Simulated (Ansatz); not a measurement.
Molecular dynamics of Li₃Ti₈O₁₆

Input file:

```yaml
crystal:
  lattice:
    - [-2.955189, -5.11262, 0.0]
    - [2.955189, -5.11262, 0.0]
    - [0.0, 0.0, 9.765715]
  atoms:
    - { symbol: Li, position: [0.23373374, 0.49748157, 1.01370788] }
    - { symbol: Li, position: [0.20401027, 0.08979784, 0.45035311] }
    - { symbol: Ti, position: [0.877625, 0.37511707, 0.87325619] }
    - { symbol: Ti, position: [0.11711489, 0.63983361, 0.36317854] }
    - { symbol: Ti, position: [0.37501488, 0.3665274, 0.66103672] }
    - { symbol: Ti, position: [0.1156773, 0.13031513, 0.16069275] }
    - { symbol: O, position: [0.78445026, 0.27342093, 0.23913793] }
    - { symbol: O, position: [0.00425567, 0.04206074, 0.99339855] }
    - { symbol: O, position: [0.48575858, 0.4717463, 0.46527515] }
    - { symbol: O, position: [0.22334449, 0.71861783, 0.74509368] }
    - { symbol: O, position: [0.25053902, 0.25833693, 0.29832225] }
    - { symbol: O, position: [0.04060137, 0.52386097, 0.54302158] }
    - { symbol: O, position: [0.95890102, 0.47376035, 0.04481292] }
    - { symbol: O, position: [0.22160952, 0.2166106, 0.7887342] }
    - { symbol: Li, position: [0.81007993, 0.87840255, 0.96776152] }
    - { symbol: Ti, position: [0.37308591, 0.87770957, 0.88303759] }
    - { symbol: Ti, position: [0.60024906, 0.18821112, 0.36917761] }
    - { symbol: Ti, position: [0.89013502, 0.83742377, 0.6215913] }
    - { symbol: Ti, position: [0.60780343, 0.63420452, 0.14719704] }
    - { symbol: O, position: [0.23956462, 0.78886592, 0.24625497] }
    - { symbol: O, position: [0.50865678, 0.5367605, 0.99216309] }
    - { symbol: O, position: [0.93823189, 0.99128578, 0.44959896] }
    - { symbol: O, position: [0.69756665, 0.22774693, 0.75530968] }
    - { symbol: O, position: [0.78316094, 0.73920964, 0.27375252] }
    - { symbol: O, position: [0.54393506, 0.02450816, 0.54749426] }
    - { symbol: O, position: [0.48967986, 0.9649045, 0.03343642] }
    - { symbol: O, position: [0.72558471, 0.71420283, 0.78021688] }
basis:
  ecutwfc: 420.0
kpoints:
  mp_grid: { grid: [2, 2, 1] }
hamiltonian:
  xc: lda
scf:
  occupations: { method: fermi_dirac, width: 0.05 }
  lower_state_search: "off"
md:
  timestep: 1
  n_steps: 170
  ensemble: nvt_nose_hoover
  temperature: 1440.0
  initial_velocities: maxwell_boltzmann
  seed: 810928
  nose_hoover: { tau: 100.0, chain_length: 1 }
```

Launched with:

```bash
$ ansatz run input.yaml --threads 1 --pin off --max-ram 3072MiB --backend cpu --events-out ev --progress --plain --runs-dir out
```

It goes on from the last frame of an earlier run, with new velocities.

Output, in part (step lines):

```
md step     0: t =     0.00 fs  T =  1440.0 K  F+E_penalty+E_count = -29127.69112417 eV  E_kin = 4.839494 eV  conserved = -29122.85162981 eV  (14 SCF iters)
md step     1: t =     1.00 fs  T =  1408.4 K  F+E_penalty+E_count = -29127.58442116 eV  E_kin = 4.733202 eV  conserved = -29122.85122128 eV  (11 SCF iters)
md step     2: t =     2.00 fs  T =  1370.7 K  F+E_penalty+E_count = -29127.45733902 eV  E_kin = 4.606645 eV  conserved = -29122.85072005 eV  (12 SCF iters)
md step     3: t =     3.00 fs  T =  1329.3 K  F+E_penalty+E_count = -29127.31735942 eV  E_kin = 4.467295 eV  conserved = -29122.85015696 eV  (11 SCF iters)
md step     4: t =     4.00 fs  T =  1286.5 K  F+E_penalty+E_count = -29127.17296411 eV  E_kin = 4.323612 eV  conserved = -29122.84957681 eV  (11 SCF iters)
md step     5: t =     5.00 fs  T =  1245.1 K  F+E_penalty+E_count = -29127.03295794 eV  E_kin = 4.184369 eV  conserved = -29122.84903228 eV  (6 SCF iters)
md step     6: t =     6.00 fs  T =  1207.4 K  F+E_penalty+E_count = -29126.90567193 eV  E_kin = 4.057862 eV  conserved = -29122.84857580 eV  (5 SCF iters)
md step     7: t =     7.00 fs  T =  1175.7 K  F+E_penalty+E_count = -29126.79817989 eV  E_kin = 3.951141 eV  conserved = -29122.84824793 eV  (5 SCF iters)
[... lines left out ...]
```

The steps, from the saved trajectory:

| time (fs) | T (K) | potential energy less start (eV) | conserved less start (meV/atom) |
| --- | --- | --- | --- |
| 0.0 | 1440 | 0.000 | 0.00 |
| 5.0 | 1245 | 0.658 | 0.10 |
| 10.0 | 1128 | 1.056 | 0.13 |
| 15.0 | 1190 | 0.851 | 0.08 |
| 20.0 | 1314 | 0.446 | 0.05 |
| 25.0 | 1415 | 0.120 | 0.03 |
| 30.0 | 1415 | 0.136 | 0.02 |
| 35.0 | 1288 | 0.580 | 0.07 |
| 40.0 | 1177 | 0.968 | 0.09 |
| 45.0 | 1151 | 1.074 | 0.08 |
| 50.0 | 1169 | 1.034 | 0.07 |
| 55.0 | 1195 | 0.974 | 0.08 |
| 60.0 | 1240 | 0.854 | 0.07 |
| 65.0 | 1270 | 0.788 | 0.03 |
| 70.0 | 1201 | 1.056 | 0.06 |
| 75.0 | 1116 | 1.381 | 0.11 |
| 80.0 | 1167 | 1.250 | 0.07 |
| 85.0 | 1260 | 0.983 | 0.03 |
| 90.0 | 1271 | 1.000 | 0.06 |
| 95.0 | 1230 | 1.191 | 0.07 |
| 100.0 | 1162 | 1.477 | 0.10 |
| 105.0 | 1150 | 1.574 | 0.12 |
| 110.0 | 1243 | 1.324 | 0.09 |
| 115.0 | 1365 | 0.984 | 0.06 |
| 120.0 | 1435 | 0.825 | 0.06 |
| 125.0 | 1435 | 0.908 | 0.08 |
| 130.0 | 1453 | 0.928 | 0.12 |
| 135.0 | 1575 | 0.600 | 0.07 |
| 140.0 | 1659 | 0.404 | 0.03 |
| 145.0 | 1566 | 0.801 | 0.06 |
| 150.0 | 1353 | 1.593 | 0.12 |
| 155.0 | 1166 | 2.287 | 0.15 |
| 160.0 | 1106 | 2.549 | 0.15 |
| 165.0 | 1194 | 2.320 | 0.13 |
| 170.0 | 1367 | 1.814 | 0.10 |

All steps were run. The conserved energy stayed within 0.16 meV per atom of its start (net change 0.096 meV per atom), so the integration is sound. A run of 0.17 ps of so small a system gives no equilibrium averages. Limits of this set-up: coarse k mesh, odd electron count without spin.

Mean squared displacements from the first frame to the last, about the centre of mass: Li 5.95 Å², Ti 0.05 Å², O 0.13 Å².

Last frame:

```xyz
27
Lattice="-2.9552 -5.1126 0.0000 2.9552 -5.1126 0.0000 0.0000 0.0000 9.7657" Properties=species:S:1:pos:R:3
Li -2.360 -3.810 10.301
Li 0.317 -1.280 5.553
Ti -1.525 -6.188 8.484
Ti 1.630 -3.851 3.396
Ti 0.088 -3.700 6.487
Ti 0.234 -1.512 1.444
O -1.544 -5.451 2.208
O 0.088 -0.353 9.704
O 0.081 -4.881 4.324
O 1.736 -4.481 7.536
O 0.188 -2.826 2.827
O 1.426 -2.718 5.380
O -1.302 -7.677 0.519
O 0.100 -2.496 7.800
Li -1.992 -9.182 10.397
Ti 1.481 -6.249 8.398
Ti -1.191 -3.878 3.806
Ti -0.062 -8.807 6.255
Ti 0.115 -6.417 1.370
O 1.501 -5.312 2.135
O 0.050 -5.426 9.213
O -0.108 -9.817 4.801
O -1.921 -5.159 6.988
O 0.011 -7.786 2.725
O -1.346 -2.817 5.443
O 1.593 -7.435 0.281
O 0.196 -7.276 7.656
```

The run took 21 min on 1 thread of Arm Neoverse V1, with other jobs on the host, peak memory 0.69 GiB.
